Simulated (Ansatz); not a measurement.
# TiCr3Br: the cost of one run

Method: DFT PBE, scalar-relativistic, plane waves, PAW, in Ansatz 0.2.0.

1 further run of the same task is left out (it didn't finish).

## (1) The system as given

The structure is cubic, space group Pm-3m (No. 221). The conventional cell has a = 4.334 Å, b = 4.334 Å, c = 4.334 Å, α = 90.00°, β = 90.00°, γ = 90.00°. Around Ti (site symmetry m-3m) lie 12 Cr at 3.06 Å. Cr (site symmetry 4/mmm) has 2 Br at 2.17 Å as nearest neighbours. Around Br (site symmetry m-3m) lie 6 Cr at 2.17 Å.

Coordinates:

```
Ti Cr Br
1.0
     4.33415    0.00000    0.00000
     0.00000    4.33415    0.00000
     0.00000    0.00000    4.33415
Ti Cr Br
1 3 1
Direct
  0.00000 0.00000 0.00000
  0.00000 0.50000 0.50000
  0.50000 0.00000 0.50000
  0.50000 0.50000 0.00000
  0.50000 0.50000 0.50000
```

A structure generator made this guess: species swapped into a database cell of Mn3RhN (Pm-3m, No. 221), with Cr on the Mn sites, Br on the Rh sites and Ti on the N sites. Its size is a rough estimate.

## (2) The guess as it stands, on a coarse mesh

File input.yaml:

```yaml
crystal:
  lattice:
    - [4.33414632, 0.0, 0.0]
    - [0.0, 4.33414632, 0.0]
    - [0.0, 0.0, 4.33414632]
  atoms:
    - { symbol: Ti, position: [0.0, 0.0, 0.0], spin: 1.0 }
    - { symbol: Cr, position: [0.0, 0.5, 0.5], spin: 3.0 }
    - { symbol: Cr, position: [0.5, 0.0, 0.5], spin: 3.0 }
    - { symbol: Cr, position: [0.5, 0.5, 0.0], spin: 3.0 }
    - { symbol: Br, position: [0.5, 0.5, 0.5] }
basis:
  ecutwfc: 420
kpoints:
  mp_grid: { grid: [4, 4, 4] }
hamiltonian:
  xc: pbe
scf:
  occupations: { method: gaussian, width: 0.1 }
  lower_state_search: "off"
output:
  forces: true
  stress: true
  eigenvalues: true
  populations: true
magnetization:
  spin_polarized: true
```

Launch:

```bash
$ ansatz run input.yaml --threads 1 --pin off --max-ram 2048MiB --backend cpu --events-out ev --progress --plain --runs-dir out
```

What time and memory should one allow on 1 thread of Arm Neoverse V2, shared host?

About 13 s, with a peak of 0.37 GiB.
